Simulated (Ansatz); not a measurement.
# CH₅B, SMILES BC: the interaction energy of a dimer with the counterpoise correction

Program: Ansatz 0.2.0, Python API.

`ch5b_dimer.py`:
```python
"""Interaction energy of two CH5B molecules, with the counterpoise correction."""

import ansatz as az

BASIS_SET = "def2-SVP"
FUNCTIONAL = "B3LYP"

FIRST = [
    ("B", (-0.2201, -0.9003, 0.0519)),
    ("C", (0.1732, 0.6622, -0.0269)),
    ("H", (0.3978, -1.6517, 0.5458)),
    ("H", (-1.2246, -1.183, -0.4325)),
    ("H", (0.3139, 1.0486, 0.9859)),
    ("H", (1.1346, 0.7616, -0.5813)),
    ("H", (-0.5745, 1.2624, -0.543)),
]
SECOND = [
    ("B", (2.751, -1.0006, -2.2692)),
    ("C", (4.0614, -1.8148, -1.7977)),
    ("H", (1.7913, -1.0551, -1.7531)),
    ("H", (2.8929, -0.3237, -3.1886)),
    ("H", (4.294, -1.5523, -0.7624)),
    ("H", (3.8414, -2.906, -1.8463)),
    ("H", (4.9302, -1.6202, -2.4247)),
]

def energy(atoms, ghosts=()):
    molecule = az.Crystal.molecule()
    for symbol, xyz in atoms:
        molecule = molecule.atom(symbol, xyz)
    calc = (
        molecule.calculation()
        .basis(gaussian=BASIS_SET)
        .functional(FUNCTIONAL)
    )
    deck = calc.input()
    if ghosts:
        deck = deck.set(az.key.basis.gaussian.ghost_atoms, [{"symbol": s, "position_ang": list(xyz)} for s, xyz in ghosts])
    return az.Session.from_dict(deck).plan().execute().report["free_energy_ev"]

# ghost atoms carry the functions of the partner
both = energy(FIRST + SECOND)
alone = energy(FIRST) + energy(SECOND)
ghosted = energy(FIRST, SECOND) + energy(SECOND, FIRST)
print(f"dimer {both:.6f} eV")
print(f"interaction, uncorrected   {96.485332 * (both - alone):8.3f} kJ/mol")
print(f"interaction, counterpoise  {96.485332 * (both - ghosted):8.3f} kJ/mol")
print(f"basis-set superposition    {96.485332 * (alone - ghosted):8.3f} kJ/mol")
```

```console
$ python ch5b_dimer.py
dimer -3585.634722 eV
interaction, uncorrected      3.968 kJ/mol
interaction, counterpoise     5.474 kJ/mol
basis-set superposition       1.506 kJ/mol
```

Uncorrected it is 3.968 kJ/mol, with the counterpoise correction 5.474 kJ/mol; the difference, 1.51 kJ/mol, is the superposition error. In this basis both values are repulsive.

Caveats:
- Total energies depend on the basis set; only differences at equal settings carry meaning.
- The dimer is a generated trial pose of unrelaxed monomers, not a minimum, so the figure is no binding energy, and the basis set is small.
- b3lyp holds the VWN-RPA fit, as in Gaussian; the form of ORCA and Turbomole is b3lyp5.
- This level lacks the dispersion part of the attraction (electrostatics and induction are there), which can decide the sign where the interaction is weak.
- Finished in 4.5 s on 1 thread of Intel(R) Xeon(R) Processor @ 2.30GHz, on a shared host, peak memory 0.26 GiB.
